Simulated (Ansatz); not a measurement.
# CdTe (zincblende type): the cost of one run

Method: DFT r²SCAN, with the methods named in each step, in Ansatz 0.2.0.

## 1. The structure to begin with

It takes space group F-43m (No. 216, cubic). The conventional cell has a = 6.214 Å, b = 6.214 Å, c = 6.214 Å, α = 90.00°, β = 90.00°, γ = 90.00°. Cd (site symmetry -43m) is surrounded by 4 Te at 2.69 Å. Around Te (site symmetry -43m) lie 4 Cd at 2.69 Å.

Structure file:

```
CELL_PARAMETERS angstrom
0.00000 3.10723 3.10723
3.10723 0.00000 3.10723
3.10723 3.10723 0.00000
ATOMIC_POSITIONS crystal
Cd 0.00000 0.00000 0.00000
Te 0.25000 0.25000 0.25000
```

Whether this phase is the stable one at these pressures isn't tested.

Atoms are numbered in the order of the input: Cd1, Te2.

## 2. Cell relaxed at zero pressure, PAW

File input.yaml:

```yaml
crystal:
  lattice:
    - [0.0, 3.107232506, 3.107232506]
    - [3.107232506, 0.0, 3.107232506]
    - [3.107232506, 3.107232506, 0.0]
  atoms:
    - { symbol: Cd, position: [0.0, 0.0, 0.0] }
    - { symbol: Te, position: [0.25, 0.25, 0.25] }
kpoints:
  mp_grid: { grid: [11, 11, 11] }
scf:
  occupations: { method: fermi_dirac, width: 0.1 }
hamiltonian:
  xc: r2scan
  pseudopotentials: { kind: paw }
output:
  forces: true
  stress: true
relax:
  f_tol: 0.005
  max_steps: 40
  cell: {}
```

On the command line:

```bash
> ansatz run input.yaml --threads 1 --pin off --max-ram 2048MiB --backend cpu --events-out ev --progress --plain --runs-dir out
```

What time and memory should one allow on 1 thread of Arm Neoverse V1, shared host?

About 87 s, with a peak of 0.6 GiB.
